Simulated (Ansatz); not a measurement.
Predict the output of the script below (Ansatz 0.2.0 through its Python package).

Script `h4npte_scan.py`:
```python
# -*- coding: utf-8 -*-
"""Potential curve of H4NPTe along one bond."""

import ansatz as az
import numpy as np

GEOMETRY = """
N    -0.61620    0.42880   -0.68710
P    -0.46890    0.13090    1.05190
Te    0.88720   -1.89600    0.66280
H    -1.32200   -0.17240   -1.05560
H    -1.06210    1.42850   -0.79270
H     0.68230    1.02870    1.19600
H     1.96090   -1.01670   -0.42080
"""


def main():
    geometry = az.Crystal.molecule()
    for line in GEOMETRY.strip().splitlines():
        symbol, *xyz = line.split()
        geometry = geometry.atom(symbol, [float(v) for v in xyz])

    symbols = [site.symbol for site in geometry.cartesian_sites]
    start = np.array([site.position_ang for site in geometry.cartesian_sites])
    axis = (start[5] - start[1]) / np.linalg.norm(start[5] - start[1])
    moving = [5]
    lengths, energies = [1.25, 1.35, 1.47, 1.61, 1.83, 2.2, 2.64, 3.23], []
    for length in lengths:
        xyz = start.copy()
        xyz[moving] += (length - np.linalg.norm(start[5] - start[1])) * axis
        point = az.Crystal.molecule()
        for symbol, place in zip(symbols, xyz):
            point = point.atom(symbol, place.tolist())
        calculation = point.calculation()
        calculation = calculation.basis(gaussian="def2-SVP")
        calculation = calculation.functional("PBE")
        summary = calculation.run(threads=1).report
        energies.append(summary["free_energy_ev"])
        print(f"r = {length:6.3f} A  E = {energies[-1]:.5f} eV  <S^2> = {abs(summary['mean_field']['state']['spin_squared']):.3f}")

    print("energy above the lowest point (eV):", [round(e - min(energies), 3) for e in energies])


if __name__ == "__main__":
    main()
```

```console
$ python h4npte_scan.py
r =  1.250 A  E = -18125.77602 eV  <S^2> = 0.000
r =  1.350 A  E = -18126.17873 eV  <S^2> = 0.000
r =  1.470 A  E = -18126.27625 eV  <S^2> = 0.000
r =  1.610 A  E = -18126.09301 eV  <S^2> = 0.000
r =  1.830 A  E = -18125.53146 eV  <S^2> = 0.000
r =  2.200 A  E = -18124.50006 eV  <S^2> = 0.000
r =  2.640 A  E = -18123.55729 eV  <S^2> = 0.000
r =  3.230 A  E = -18122.78285 eV  <S^2> = 0.000
energy above the lowest point (eV): [0.5, 0.098, 0.0, 0.183, 0.745, 1.776, 2.719, 3.493]
```

Caveats:
- Total energies depend on the basis set; only differences at equal settings carry meaning.
- The rest of the molecule is held rigid at a force-field or estimated start geometry, and the basis set is modest; single-reference methods fail as a bond breaks.
- def2 sets replace the cores of elements past krypton by effective core potentials.
- The orbitals are restricted, so S² is zero by construction.
- Toward dissociation an unrestricted state can lie under the restricted one, by tenths of an eV for polar bonds under a functional and by 1 to 2 eV or more for others.
- The whole script took 15 s on 1 thread of Arm Neoverse V2 (shared host), peak memory 0.18 GiB.
